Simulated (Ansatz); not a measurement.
# CH4AlCl2FSi: basis-set convergence

Aim: see how fast density functionals converge with the basis set for CH4AlCl2FSi.

The runs use Ansatz 0.2.0, Gaussian basis; one geometry, several basis sets.

Plan: PBE0-D4/def2-SVP; ωB97M-V/def2-SVP; PBE0-D4/def2-QZVPP; ωB97M-V/def2-QZVPP; the functionals' def2-TZVPP values are taken from earlier runs.

## Step 1: The geometry

An earlier PBE0-D4 in a triple-zeta def2 set relaxation fixed the geometry.

10 atoms, charge 0, spin multiplicity 1.

Atoms are counted from 1 here; the program's logs count them from 0.

Bond lengths: C1–Si2 1.866 Å, C1–H7 1.092 Å, C1–H8 1.093 Å, C1–H9 1.092 Å, Si2–Cl3 2.069 Å, Si2–Al4 2.445 Å, Si2–H10 1.488 Å, Al4–F5 1.647 Å, Al4–Cl6 2.086 Å. Angles: Si2–C1–H7 110.1°, Si2–C1–H8 109.9°, Si2–C1–H9 111.2°, H7–C1–H8 108.5°, H7–C1–H9 108.4°, H8–C1–H9 108.5°, C1–Si2–Cl3 109.3°, C1–Si2–Al4 113.3°, C1–Si2–H10 109.7°, Cl3–Si2–Al4 107.6°, Cl3–Si2–H10 106.7°, Al4–Si2–H10 110.0°, Si2–Al4–F5 118.9°, Si2–Al4–Cl6 123.8°, F5–Al4–Cl6 117.3°.

As a file:

```xyz
10

C     0.5196   -1.5393   -0.3227
Si    0.6547    0.1892    0.3670
Cl    0.7078    0.0985    2.4331
Al   -1.2168    1.6321   -0.2612
F    -1.5199    1.8914   -1.8592
Cl   -2.4901    2.5474    1.1139
H     1.3781   -2.1374   -0.0089
H     0.5012   -1.5045   -1.4154
H    -0.3902   -2.0329    0.0237
H     1.9386    0.8043   -0.0674
```

## Step 2: PBE0-D4 in def2-SVP

The input, in.yaml:

```yaml
crystal:
  periodic: [false, false, false]
  atoms:
    - {symbol: C, position_ang: [0.519624, -1.539282, -0.322660]}
    - {symbol: Si, position_ang: [0.654676, 0.189227, 0.367025]}
    - {symbol: Cl, position_ang: [0.707790, 0.098520, 2.433116]}
    - {symbol: Al, position_ang: [-1.216836, 1.632141, -0.261203]}
    - {symbol: F, position_ang: [-1.519887, 1.891375, -1.859164]}
    - {symbol: Cl, position_ang: [-2.490053, 2.547378, 1.113878]}
    - {symbol: H, position_ang: [1.378121, -2.137400, -0.008919]}
    - {symbol: H, position_ang: [0.501222, -1.504468, -1.415403]}
    - {symbol: H, position_ang: [-0.390228, -2.032855, 0.023665]}
    - {symbol: H, position_ang: [1.938570, 0.804262, -0.067437]}
basis:
  gaussian: {orbitals: def2-SVP}
hamiltonian: {xc: pbe0, dispersion: d4}
output: {orbitals: {seedname: orbitals}}
```

The runs that follow: ωB97M-V in def2-SVP; PBE0-D4 in def2-QZVPP; ωB97M-V in def2-QZVPP.

Before running them: what should the planned runs give, taken together? Wanted: PBE0-D4: double and triple zeta above quadruple; ωB97M-V: double and triple zeta above quadruple.

The runs gave:

| quantity | value |
| --- | --- |
| PBE0-D4: double and triple zeta above quadruple | 19.91, 1.43 eV |
| ωB97M-V: double and triple zeta above quadruple | 19.87, 1.36 eV |

In words: For PBE0-D4 the step from double to triple zeta gains 18.48 eV and the next only 1.43 eV. These are total energies; as a rule much of such shifts cancels in differences, which this series doesn't test.
